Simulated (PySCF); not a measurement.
The system is BNH4, in a box.

```xyz
6
Lattice="11.0000 0.0000 0.0000 0.0000 12.0000 0.0000 0.0000 0.0000 11.0000" Properties=species:S:1:pos:R:3 pbc="T T T"
B     5.4248    5.3686    5.5492
N     5.6991    6.7256    5.5856
H     5.7788    4.6801    6.4623
H     4.8410    4.9195    4.6056
H     5.4314    7.3618    4.8540
H     6.1850    7.1696    6.3462
```

Base run:

```yaml
Program: PySCF 2.14.0
Functional: rSCAN
Dispersion: D4
Potentials_or_basis: pob-tzvp-rev2 (all-electron)
k_mesh: 1 × 1 × 1
Occupations: fixed
Spin: no spin polarisation
```

Its results: gap between the frontier levels 7.92 eV.

Question: After a change of settings the same cell gave: gap between the frontier levels 8.62 eV. Which change was it?
A. functional from rSCAN to AM05; dispersion from D4 to none
B. functional from rSCAN to SOGGA11; dispersion from D4 to none
C. functional from rSCAN to TPSSh

Answer: C.

TPSSh gives the wider gap, since exact exchange removes part of the self-interaction.

Caveats: this is a molecule in a periodic box at the Γ point, so its band gap is the HOMO-LUMO gap; the basis of atomic orbitals isn't converged, which shifts pressures, moduli and gaps.

Runs at the PBE level aren't shown here.
